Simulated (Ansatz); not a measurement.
# BiAu (rocksalt): other levels of theory at one geometry

An exercise on one series of results from a longer session: the logs are not shown, and one member is left open.

Program: Ansatz 0.2.0. Level of theory: DFT at several levels, plane waves, PAW. These are calculated values, not measurements.

2 further runs of the same task are left out: 1 that didn't finish, 1 set aside as unsound or not needed.

### The starting structure

It takes space group Fm-3m (No. 225, cubic). The conventional cell has a = 5.939 Å, b = 5.939 Å, c = 5.939 Å, α = 90.00°, β = 90.00°, γ = 90.00°. Around Au (site symmetry m-3m) lie 6 Bi at 2.97 Å. Bi (site symmetry m-3m) is surrounded by 6 Au at 2.97 Å.

Coordinates:

```
Au Bi
1.0
     0.00000    2.96974    2.96974
     2.96974    0.00000    2.96974
     2.96974    2.96974    0.00000
Au Bi
1 1
Direct
  0.50000 0.50000 0.50000
  0.00000 0.00000 0.00000
```

This cell comes from an earlier session at PBE: 26.191 Å³/atom at 0.08 GPa, on a 10×10×10 mesh, no gap.

Levels to run: PBE+SOC; r²SCAN; PBEsol; LDA. Hardware: 2 threads of Intel Xeon 6975P-C (Granite Rapids), shared host.

The first run:

Contents of input.yaml:

```yaml
crystal:
  lattice:
    - [0.0, 2.9697432856, 2.9697432856]
    - [2.9697432856, 0.0, 2.9697432856]
    - [2.9697432856, 2.9697432856, 0.0]
  atoms:
    - { symbol: Au, position: [0.5, 0.5, 0.5] }
    - { symbol: Bi, position: [0.0, 0.0, 0.0] }
basis:
  ecutwfc: 420
  ecutrho_ratio: 4
kpoints:
  mp_grid: { grid: [10, 10, 10] }
hamiltonian:
  xc: pbe
scf:
  occupations: { method: gaussian, width: 0.05 }
output:
  forces: true
  stress: true
  eigenvalues: true
  populations: true
  dos: { projected: true, de: 0.02 }
  write_density: true
  write_potential: true
  elf: true
  volumetric_format: npy
magnetization:
  noncollinear: true
  spin_orbit: true
```

Started as:

```sh
> ansatz run input.yaml --threads 2 --pin off --max-ram 2662MiB --backend cpu --events-out ev --progress --plain --runs-dir out
```

Among the steps run: PBE+SOC; r²SCAN; PBEsol; LDA.

One table of the session follows, with a row left open; its other results are not shown here.

| level | pressure (GPa) |
| --- | --- |
| PBE | 0.1 |
| LDA | -6.2 |
| PBEsol | -4.0 |
| PBE+SOC | 0.3 |
| r²SCAN | ? |

Estimate the missing values for r²SCAN.

**Answer.** pressure (GPa): -2.2. In the column «pressure (GPa)» it lies between PBEsol (-4.0) and PBE (0.1).

The pressure runs from -6.2 GPa (LDA) to 0.3 GPa (PBE+SOC); a negative pressure means that level wants a smaller cell, a positive one a larger cell. Total energies of different levels have different zeros and can't be compared.
